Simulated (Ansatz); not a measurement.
CaI: vertical energies of changing the electron count, run with Ansatz's Python interface.

The script, `ip_cai.py`:
```python
"""Vertical ionisation energy of CaI."""

from dataclasses import dataclass

import ansatz as az


@dataclass(frozen=True)
class RunConfig:
    basis_set: str = "def2-SVP"
    xc: str = "r2SCAN"


opts = RunConfig()


def energy_of(molecule, charge=0, unpaired=0):
    calc = (
        molecule.calculation()
        .basis(gaussian=opts.basis_set)
        .functional(opts.xc)
    )
    if charge:
        calc = calc.charge(charge)
    if unpaired:
        calc = calc.spin("collinear", total=unpaired)
    report = calc.run(threads=1, pin="off").report
    if report["published_state_doubts"]:
        print("  doubts:", report["published_state_doubts"])
    return report["free_energy_ev"]

GEOMETRY = """
Ca    0.00000    0.00000    0.00000
I     0.00000    0.00000    2.90000
"""

system = az.Crystal.molecule()
for line in GEOMETRY.strip().splitlines():
    symbol, *xyz = line.split()
    system = system.atom(symbol, [float(v) for v in xyz])

# delta-SCF style differences, no relaxation
parent = energy_of(system, 0, 1)
cation = energy_of(system, 1, 0)
print(f"E(N)   = {parent:.5f} eV")
print(f"E(N-1) = {cation:.5f} eV  (0 unpaired)")
print(f"vertical ionisation energy {cation - parent:.3f} eV")
```

What does it cost to change the electron count at this fixed geometry?

At this unrelaxed geometry removing an electron costs 6.01 eV.

The output:

`python ip_cai.py` gives:
```text
E(N)   = -26540.26308 eV
E(N-1) = -26534.25438 eV  (0 unpaired)
vertical ionisation energy 6.009 eV
```

Caveats:
- Total energies depend on the basis set; only differences at equal settings carry meaning.
- The geometry is a force-field or estimated start, not a minimum of this method, and the basis set is short of its limit. All parts are taken at fixed geometry, without zero-point energy. At an unrelaxed start these energies can be a whole eV from those at the minimum, and a small affinity can change sign.
- def2 sets replace the cores of elements past krypton by effective core potentials.
- The species is open-shell (spin multiplicity 2).
- Only the spin states typed were run; another state of an ion can lie lower, by up to an eV or two.
- The spin state was assumed, and another may lie lower.
- Hardware and time: 6.9 s on 1 thread of Arm Neoverse V2, on a shared host, peak memory 0.23 GiB.
